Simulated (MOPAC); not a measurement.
**doublet CH7B2FSi+ at PM6-DH+**

Aim: a geometry optimisation of doublet CH7B2FSi+. 

The results are computed with MOPAC 23.2.5.

## 1. The molecule

CH7B2FSi+ has 12 atoms, charge +1, and is taken as a doublet. As SMILES of the parent species, `BCB[SiH2]F`. The shape was relaxed beforehand at PM6-DH+. This is one conformer, not always the lowest. The run starts from this shape.

Bond lengths: B1–C2 1.593 Å, C2–B3 1.551 Å, B3–Si4 2.015 Å, Si4–F5 1.597 Å, B1–H6 1.189 Å, B1–H7 1.189 Å, C2–H8 1.088 Å, C2–H9 1.088 Å, B3–H10 1.279 Å, Si4–H11 1.464 Å, Si4–H12 1.464 Å. Some angles: B1–C2–B3 72.4°, C2–B3–Si4 128.7°, B3–Si4–F5 109.0°, B1–C2–H8 118.2°, B1–C2–H9 118.2°, B3–C2–H8 118.5°, B3–C2–H9 118.5°, C2–B1–H6 118.1°, C2–B1–H7 118.1°, C2–B3–H10 108.3°.

## 2. A structure relaxation at PM6-DH+

Contents of run.mop:

```
PM6-DH+ DISP DOUBLET CHARGE=1 UHF CYCLES=300 GNORM=0.05 THREADS=1 AUX(PRECISION=6)
PM6-DH+ optimise

B 0.337606 1 1.513633 1 0.902376 1
C 0.125793 1 -0.006709 1 1.328557 1
B 0.053761 1 0.060323 1 -0.219084 1
Si -0.247335 1 -1.437281 1 -1.533870 1
F -0.233955 1 -0.840358 1 -3.015293 1
H -0.588662 1 2.254224 1 0.987613 1
H 1.447187 1 1.940258 1 0.879304 1
H -0.775235 1 -0.265899 1 1.880132 1
H 0.959366 1 -0.533443 1 1.787861 1
H 0.222430 1 1.276471 1 -0.575709 1
H 0.856812 1 -2.392378 1 -1.430165 1
H -1.570627 1 -2.017634 1 -1.301081 1
```

Started as:

```bash
$ mopac run.mop
```

What values should one expect? Wanted: total energy at the end; HOMO energy; LUMO energy; dispersion energy; heat of formation; ⟨S²⟩.

Answer, from the run:

At PM6-DH+:

```
                  quantity           value
   total energy at the end    -31.71974 Eh
HOMO energy (over α and β)       -14.25 eV
LUMO energy (over α and β)        -7.67 eV
         dispersion energy    -1.72 kJ/mol
         heat of formation  160.2 kcal/mol
                      ⟨S²⟩           0.758
```

What this shows: At the final geometry: Bond lengths: B1–B3 1.816 Å, C2–B3 1.520 Å, B3–Si4 2.149 Å, Si4–F5 1.578 Å, B1–H6 1.188 Å, B1–H7 1.184 Å, C2–H8 1.093 Å, C2–H9 1.095 Å, B3–H10 1.248 Å, Si4–H11 1.453 Å, Si4–H12 1.453 Å. Some angles: B1–B3–C2 62.5°, B1–B3–Si4 179.2°, C2–B3–Si4 118.3°, B3–Si4–F5 97.5°, B1–B3–H10 57.1°, C2–B3–H10 119.6°, Si4–B3–H10 122.1°, B3–B1–H6 114.1°, B3–B1–H7 114.3°, B3–C2–H8 123.1°. The optimisation stopped short of its gradient threshold. The optimisation took 10 steps and changed the energy by -0.494 eV.
